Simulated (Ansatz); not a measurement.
**CH7GaSSi: ionisation energy by level of theory**

One table from this session's results is given with a row withheld; the runs are named, their logs left out.

Computed with Ansatz 0.2.0, Gaussian basis. Level: unrestricted cation, the program's frozen cores in correlated methods.

Levels to be run: UKS PBE-D4/def2-TZVPP; UKS r2SCAN-D4/def2-TZVPP; UKS PBE0-D4/def2-TZVPP; UKS B3LYP-D4/def2-TZVPP; UKS wB97X-V/def2-TZVPP; UKS wB97M-V/def2-TZVPP; UKS B2PLYP/def2-TZVPP; UHF-CCSD(T)/def2-TZVPP; UHF-MP2/def2-QZVPP; extrapolation to the limit; then −ε(HOMO) from the neutral's earlier runs with LDA (SPW92), PBE-D4, revPBE-D4, BLYP-D4, r2SCAN-D4, B97M-V, PBE0-D4, B3LYP-D4, r2SCANh-D4, r2SCAN0-D4, HSE06-D4, BHLYP-D4, CAM-B3LYP-D4, LC-ωPBE, ωB97X-V, ωB97M-V.

### The relaxed structure

All runs share one geometry, relaxed beforehand with PBE0-D4 in a triple-zeta def2 set.

11 atoms, charge 0, spin multiplicity 1.

Atoms are counted from 1 here; the program's logs count them from 0.

Bond lengths: C1–Si2 1.865 Å, C1–H5 1.092 Å, C1–H6 1.093 Å, C1–H7 1.092 Å, Si2–S3 2.145 Å, Si2–H8 1.487 Å, Si2–H9 1.486 Å, S3–Ga4 2.199 Å, Ga4–H10 1.559 Å, Ga4–H11 1.564 Å. Angles: Si2–C1–H5 110.6°, Si2–C1–H6 110.3°, Si2–C1–H7 110.8°, H5–C1–H6 108.5°, H5–C1–H7 108.4°, H6–C1–H7 108.1°, C1–Si2–S3 112.0°, C1–Si2–H8 110.1°, C1–Si2–H9 110.5°, S3–Si2–H8 109.9°, S3–Si2–H9 105.5°, H8–Si2–H9 108.6°, Si2–S3–Ga4 99.5°, S3–Ga4–H10 115.9°, S3–Ga4–H11 117.9°, H10–Ga4–H11 126.3°.

The first run:

Input file in.yaml:

```yaml
crystal:
  periodic: [false, false, false]
  atoms:
    - {symbol: C, position_ang: [-0.283344, 1.602308, -0.384134]}
    - {symbol: Si, position_ang: [0.861446, 0.186321, -0.787299]}
    - {symbol: S, position_ang: [1.393290, -0.940436, 0.958299]}
    - {symbol: Ga, position_ang: [-0.522247, -1.953450, 1.333064]}
    - {symbol: H, position_ang: [0.160954, 2.252641, 0.372197]}
    - {symbol: H, position_ang: [-0.481875, 2.197343, -1.279818]}
    - {symbol: H, position_ang: [-1.238015, 1.232077, -0.003408]}
    - {symbol: H, position_ang: [0.232645, -0.708540, -1.795164]}
    - {symbol: H, position_ang: [2.144267, 0.694968, -1.339342]}
    - {symbol: H, position_ang: [-0.557252, -2.907281, 2.565961]}
    - {symbol: H, position_ang: [-1.709868, -1.655931, 0.359654]}
basis:
  gaussian: {orbitals: def2-TZVPP}
total_charge: 1
magnetization: {spin_polarized: true, initial_magnetization: 1}
hamiltonian: {xc: pbe, dispersion: d4}
```

On the command line:

```bash
$ ansatz run in.yaml --threads 2 --pin off --events-out ev --progress --plain --max-ram 32768MiB --backend cpu
```

Among the steps run: Cation, UKS PBE-D4/def2-TZVPP; Cation, UKS r2SCAN-D4/def2-TZVPP; Cation, UKS PBE0-D4/def2-TZVPP; Cation, UKS B3LYP-D4/def2-TZVPP; Cation, UKS wB97X-V/def2-TZVPP; Cation, UKS wB97M-V/def2-TZVPP; Cation, UKS B2PLYP (frozen core)/def2-TZVPP; Cation, UHF-CCSD(T)/def2-TZVPP; Cation, UHF-MP2/def2-QZVPP.

One table of the session follows, with a row left open; its other results are not shown here.

Orbital estimates, from the neutral's runs:

| functional | −ε(HOMO) (eV) |
| --- | --- |
| LDA (SPW92) | 6.54 |
| PBE-D4 | 6.41 |
| revPBE-D4 | 6.36 |
| BLYP-D4 | 6.25 |
| r2SCAN-D4 | 6.68 |
| B97M-V | 6.80 |
| PBE0-D4 | 7.53 |
| B3LYP-D4 | 7.30 |
| r2SCANh-D4 | 7.09 |
| r2SCAN0-D4 | 7.71 |
| HSE06-D4 | ? |
| BHLYP-D4 | 8.52 |
| CAM-B3LYP-D4 | 8.79 |
| LC-ωPBE | 10.15 |
| ωB97X-V | 9.82 |
| ωB97M-V | 9.66 |

**Question.** Estimate the row for HSE06-D4.

**Answer.** −ε(HOMO) (eV): 7.13. In the column «−ε(HOMO) (eV)» it lies between r2SCANh-D4 (7.09) and B3LYP-D4 (7.30).
